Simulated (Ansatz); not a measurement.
# BH3O2 + NH3: a complex and its separated parts

Aim: how far the complex at one end of a reaction step lies below its separated, relaxed parts, level by level.

Computed with Ansatz 0.2.0, Gaussian basis. Level: PBE0-D4/def2-TZVP structures, single points in def2-TZVPP, no counterpoise correction.

Levels: SPW92, PBE-D4, BLYP-D4, r2SCAN-D4, B97M-V, PBE0-D4, B3LYP-D4, r2SCAN0-D4, BHLYP-D4, CAM-B3LYP-D4, wB97X-V, wB97M-V, B2PLYP, PBE-QIDH, RPA on PBE, Hartree-Fock, MP2, CCSD, CCSD(T).

Correlated methods freeze the cores. B3LYP uses VWN-RPA correlation. B2PLYP carries no dispersion term here.

94 further runs of the same task are left out: 94 set aside as unsound or not needed.

## 1. Where the work starts

The complex: 10 atoms, charge 0, spin multiplicity 1.

Atoms are counted from 1 here; the program's logs count them from 0.

Bond lengths: B1–N2 1.707 Å, B1–O3 1.427 Å, B1–O4 1.432 Å, B1–H6 1.224 Å, N2–H5 1.014 Å, N2–H7 1.014 Å, N2–H8 1.016 Å, O3–H9 0.959 Å, O4–H10 0.956 Å. Angles: N2–B1–O3 102.0°, N2–B1–O4 104.1°, N2–B1–H6 102.8°, O3–B1–O4 114.1°, O3–B1–H6 115.4°, O4–B1–H6 115.8°, B1–N2–H5 112.5°, B1–N2–H7 109.6°, B1–N2–H8 107.5°, H5–N2–H7 109.5°, H5–N2–H8 109.0°, H7–N2–H8 108.7°, B1–O3–H9 109.0°, B1–O4–H10 111.6°.

Geometry (Å):

```xyz
10
BH6NO2
B    -0.5432   -0.1697    0.0640
N     1.1612   -0.2642    0.0500
O    -0.8622   -0.3518   -1.3151
O    -0.8162    1.1469    0.5579
H     1.5557   -0.2859    0.9840
H    -0.8608   -1.0931    0.8023
H     1.4520   -1.0915   -0.4600
H     1.5094    0.5568   -0.4368
H    -1.3115    0.4316   -1.6371
H    -1.2844    1.1210    1.3906
```

Its parts: BH3O2 holds atoms 1, 3, 4, 6, 9, 10; NH3 holds atoms 2, 5, 7, 8. Each part counts its atoms afresh in its own runs.

## 2. Relaxing BH3O2 alone

relax-a/in.yaml

```yaml
crystal:
  periodic: [false, false, false]
  atoms:
    - {symbol: B, position_ang: [-0.543205, -0.169665, 0.063996]}
    - {symbol: O, position_ang: [-0.862243, -0.351765, -1.315115]}
    - {symbol: O, position_ang: [-0.816191, 1.146889, 0.557923]}
    - {symbol: H, position_ang: [-0.860846, -1.093129, 0.802295]}
    - {symbol: H, position_ang: [-1.311480, 0.431648, -1.637063]}
    - {symbol: H, position_ang: [-1.284401, 1.120972, 1.390640]}
basis:
  gaussian: {orbitals: def2-TZVP}
hamiltonian: {xc: pbe0, dispersion: d4}
relax: {f_tol: 0.005, max_steps: 200}
```

Started as:

```sh
> ansatz run in.yaml --threads 4 --pin off --events-out ev --progress --plain --max-ram 9574MiB
```

After this run come: Relaxing NH3 alone; SPW92/def2-TZVPP; PBE-D4/def2-TZVPP; BLYP-D4/def2-TZVPP; r2SCAN-D4/def2-TZVPP; B97M-V/def2-TZVPP; PBE0-D4/def2-TZVPP; B3LYP-D4/def2-TZVPP; r2SCAN0-D4/def2-TZVPP; BHLYP-D4/def2-TZVPP; CAM-B3LYP-D4/def2-TZVPP; wB97X-V/def2-TZVPP; wB97M-V/def2-TZVPP; B2PLYP/def2-TZVPP; PBE-QIDH/def2-TZVPP; RPA on PBE/def2-TZVPP; CCSD(T)/def2-TZVPP; Vibrations of BH3O2; Vibrations of NH3.

Q: Predict the outcome of this session. Wanted: complex less parts, CCSD(T)/def2-TZVPP; with zero-point energy; largest T1 diagnostic.

As calculated:

| quantity | value |
| --- | --- |
| complex less parts, CCSD(T)/def2-TZVPP | -3.3 kcal/mol |
| with zero-point energy | -0.6 kcal/mol |
| largest T1 diagnostic | 0.013 |

What this shows: At CCSD(T) the complex lies 3.3 kcal/mol below its parts. The functionals run from wB97M-V, off by +0.1 kcal/mol, to SPW92, off by -8.5 kcal/mol, against CCSD(T). wB97X-V is as near within the digits shown. Mean unsigned error by rung: LDA 8.5, GGA 1.8, meta-GGA 0.9, hybrid 1.4, range-separated hybrid 0.3, double hybrid 1.9 kcal/mol. PBE-D4 gives a relative energy 0.6 kcal/mol too low, inside chemical accuracy (1 kcal/mol). No counterpoise was applied, and triple zeta lacks some correlation, so the CCSD(T) reference has a basis error of its own, and close matches with it are partly luck.
